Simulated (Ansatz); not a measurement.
**CH₅GeO radical: up Jacob's ladder to CCSD(T)**

How much do the methods differ for CH₅GeO radical? The plan is to run it at one geometry with functionals of several rungs and with coupled cluster, and see how far each lands from CCSD(T) at the basis-set limit for the atomisation energy.

Computed with Ansatz 0.2.0, Gaussian basis. Level: functionals in def2-TZVPP, the program's frozen cores in correlated methods.

Levels to be run: LDA (SPW92), PBE-D4, revPBE-D4, BLYP-D4, r2SCAN-D4, B97M-V, PBE0-D4, B3LYP-D4, r2SCANh-D4, r2SCAN0-D4, HSE06-D4, BHLYP-D4, CAM-B3LYP-D4, LC-ωPBE, ωB97X-V, ωB97M-V, B2PLYP, PBE-QIDH; CCSD(T)/def2-SVP; CCSD(T)/def2-TZVPP; MP2/def2-QZVPP; extrapolation to the limit; RPA on PBE.

### 1 The relaxed structure

The geometry comes from an earlier relaxation with PBE0-D4 in a triple-zeta def2 set; it is a stationary point, not always the lowest conformer.

SMILES `[CH3][GeH][OH]`, 8 atoms, charge 0, spin multiplicity 2.

Atoms are counted from 1 here; the program's logs count them from 0.

Bond lengths: C1–Ge2 1.954 Å, C1–H4 1.090 Å, C1–H5 1.092 Å, C1–H6 1.090 Å, Ge2–O3 1.792 Å, Ge2–H7 1.564 Å, O3–H8 0.960 Å. Angles: Ge2–C1–H4 110.3°, Ge2–C1–H5 108.7°, Ge2–C1–H6 109.9°, H4–C1–H5 109.5°, H4–C1–H6 109.3°, H5–C1–H6 109.1°, C1–Ge2–O3 103.5°, C1–Ge2–H7 112.3°, O3–Ge2–H7 107.9°, Ge2–O3–H8 112.7°.

Geometry (Å):

```xyz
8
charge 0, multiplicity 2
C    -0.66971    0.83744   -0.54282
Ge    0.88215   -0.27885   -0.13901
O     0.16006   -1.76893    0.54642
H    -0.34976    1.80770   -0.92346
H    -1.24763    0.97833    0.37327
H    -1.29600    0.34728   -1.28774
H     1.80207    0.35773    0.95396
H     0.81092   -2.33789    0.96357
```

### 2 LDA

This LDA is Slater exchange with PW92 correlation.

Input file in.yaml:

```yaml
crystal:
  periodic: [false, false, false]
  atoms:
    - {symbol: C, position_ang: [-0.669713, 0.837439, -0.542820]}
    - {symbol: Ge, position_ang: [0.882153, -0.278854, -0.139010]}
    - {symbol: O, position_ang: [0.160063, -1.768925, 0.546421]}
    - {symbol: H, position_ang: [-0.349763, 1.807696, -0.923461]}
    - {symbol: H, position_ang: [-1.247630, 0.978326, 0.373273]}
    - {symbol: H, position_ang: [-1.295998, 0.347277, -1.287738]}
    - {symbol: H, position_ang: [1.802070, 0.357732, 0.953964]}
    - {symbol: H, position_ang: [0.810919, -2.337889, 0.963573]}
basis:
  gaussian: {orbitals: def2-TZVPP}
magnetization: {spin_polarized: true, initial_magnetization: 1}
hamiltonian: {xc: lda}
output: {orbitals: {seedname: orbitals}}
```

Started as:

```
$ ansatz run in.yaml --threads 4 --pin off --events-out ev --progress --plain --max-ram 10444MiB
```

After this run come: PBE-D4 (GGA); revPBE-D4 (GGA); BLYP-D4 (GGA); r2SCAN-D4 (meta-GGA); B97M-V (meta-GGA); PBE0-D4 (hybrid); B3LYP-D4 (hybrid); r2SCANh-D4 (hybrid); r2SCAN0-D4 (hybrid); HSE06-D4 (hybrid); BHLYP-D4 (hybrid); CAM-B3LYP-D4 (range-separated); LC-ωPBE (range-separated); ωB97X-V (range-separated); ωB97M-V (range-separated); B2PLYP (double hybrid); PBE-QIDH (double hybrid); CCSD(T) in def2-SVP; CCSD(T) in def2-TZVPP; MP2 in def2-QZVPP; RPA on PBE orbitals.

**Question.** What will the summary of the whole plan be? Wanted: atomisation energy, CCSD(T)/CBS; farthest beyond LDA; mean size of error, GGA; mean size of error, meta-GGA; mean size of error, hybrid; mean size of error, range-separated; mean size of error, double hybrid; gap, smallest and largest; T1 diagnostic.

The runs gave:

```
                               quantity                                                                                                         value
        atomisation energy, CCSD(T)/CBS                                                                                                 2657.6 kJ/mol
 functionals within 26.6 kJ/mol (1.0 %)  BLYP-D4, r2SCAN-D4, B97M-V, PBE0-D4, B3LYP-D4, r2SCANh-D4, HSE06-D4, CAM-B3LYP-D4, LC-ωPBE, ωB97X-V, ωB97M-V
                    farthest beyond LDA                                                                                       BHLYP-D4 (-90.4 kJ/mol)
                mean size of error, GGA                                                                                                   26.4 kJ/mol
           mean size of error, meta-GGA                                                                                                    6.7 kJ/mol
             mean size of error, hybrid                                                                                                   31.4 kJ/mol
    mean size of error, range-separated                                                                                                    9.0 kJ/mol
      mean size of error, double hybrid                                                                                                   32.3 kJ/mol
              gap, smallest and largest                                                                      0.94 eV (LDA (SPW92)), 8.39 eV (LC-ωPBE)
                          T1 diagnostic                                                                                                        0.0134
triples share of the correlation energy                                                                                                         3.5 %
```

What this shows: LDA overbinds by 373.6 kJ/mol (14 %). PBE-D4 is off by +27.6 kJ/mol. Double hybrids carry the basis error of their MP2 part in triple zeta, and no dispersion term here, so their miss is partly the set-up's. The rungs meta-GGA, range-separated, GGA miss on average by less than the doubt on the reference (26.6 kJ/mol), so they tie. The reference freezes the cores and leaves out relativity and excitations past (T), and its outer-core shells are covered unevenly, so misses under about 26.6 kJ/mol can't be ranked. Hartree-Fock recovers 72 % of the binding; the rest is correlation. CCSD(T) in def2-SVP is off by -173.5 kJ/mol, so the small basis spoils what the method gains. The gap grows from 0.9 to 8.4 eV across the functionals, mostly with the share of exact exchange. Correlated methods include outer-core shells of Ge, which these sets cover unevenly.
